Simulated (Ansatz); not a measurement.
**BiP (PbO type): other levels of theory at one geometry**

An exercise on one series of results from a longer session: the logs are not shown, and one member is left open.

Computed with Ansatz 0.2.0 (DFT at several levels, plane waves, PAW, unless a step's input says otherwise).

1 further run of the same task is left out (it didn't finish). Runs told in other sessions of the task aren't counted.

### Starting point

Symmetry: P4/nmm, No. 129, tetragonal system. Conventional cell: a = 4.929 Å, b = 4.929 Å, c = 4.407 Å, α = 90.00°, β = 90.00°, γ = 90.00°. Bi (site symmetry 4mm) is surrounded by 4 P at 2.80 Å. Around P (site symmetry -4m2) lie 4 Bi at 2.80 Å.

Coordinates:

```cif
data_structure
_symmetry_space_group_name_H-M 'P4/nmm:1'
_symmetry_Int_Tables_number 129
_cell_length_a 4.9288
_cell_length_b 4.9288
_cell_length_c 4.4067
_cell_angle_alpha 90.000
_cell_angle_beta 90.000
_cell_angle_gamma 90.000
_cell_volume 107.05
loop_
_atom_site_label
_atom_site_type_symbol
_atom_site_symmetry_multiplicity
_atom_site_Wyckoff_symbol
_atom_site_fract_x
_atom_site_fract_y
_atom_site_fract_z
_atom_site_occupancy
Bi1 Bi 2 c 0.50000 0.00000 0.30366 1
P1 P 2 a 0.00000 0.00000 0.00000 1
```

This cell comes from an earlier session at PBE: 26.763 Å³/atom at 0.00 GPa, on a 8×8×8 mesh, metallic.

Levels to run: PBE+SOC; r²SCAN; PBEsol; LDA. Hardware: 2 threads of Arm Neoverse V2, shared host.

The first run:

Input file input.yaml:

```yaml
crystal:
  lattice:
    - [4.9287816108, 0.0, 0.0]
    - [0.0, 4.9287816108, 0.0]
    - [0.0, 0.0, 4.4067165384]
  atoms:
    - { symbol: Bi, position: [0.5, 0.0, 0.3036588857] }
    - { symbol: Bi, position: [0.0, 0.5, 0.6963411143] }
    - { symbol: P, position: [0.0, 0.0, 0.0] }
    - { symbol: P, position: [0.5, 0.5, 0.0] }
basis:
  ecutwfc: 420
  ecutrho_ratio: 4
kpoints:
  mp_grid: { grid: [8, 8, 8] }
hamiltonian:
  xc: pbe
scf:
  occupations: { method: gaussian, width: 0.05 }
output:
  forces: true
  stress: true
  eigenvalues: true
  populations: true
  dos: { projected: true, de: 0.02 }
  write_density: true
  write_potential: true
  elf: true
  volumetric_format: npy
magnetization:
  noncollinear: true
  spin_orbit: true
```

Run with:

```console
$ ansatz run input.yaml --threads 2 --pin off --max-ram 2662MiB --backend cpu --events-out ev --progress --plain --runs-dir out
```

Steps of the session up to this table: PBE+SOC; r²SCAN; PBEsol; LDA.

One of the session's tables, all rows but one given; the rest of the session is left out.

```
  level  pressure (GPa)
    PBE             0.0
    LDA            -3.8
 PBEsol               ?
PBE+SOC             0.7
 r²SCAN            -0.9
```

Estimate the missing values for PBEsol.

The run gave: pressure (GPa): -2.7. In the column «pressure (GPa)» it lies between LDA (-3.8) and r²SCAN (-0.9).

The pressure runs from -3.8 GPa (LDA) to 0.7 GPa (PBE+SOC); a negative pressure means that level wants a smaller cell, a positive one a larger cell. Total energies of different levels have different zeros and can't be compared.
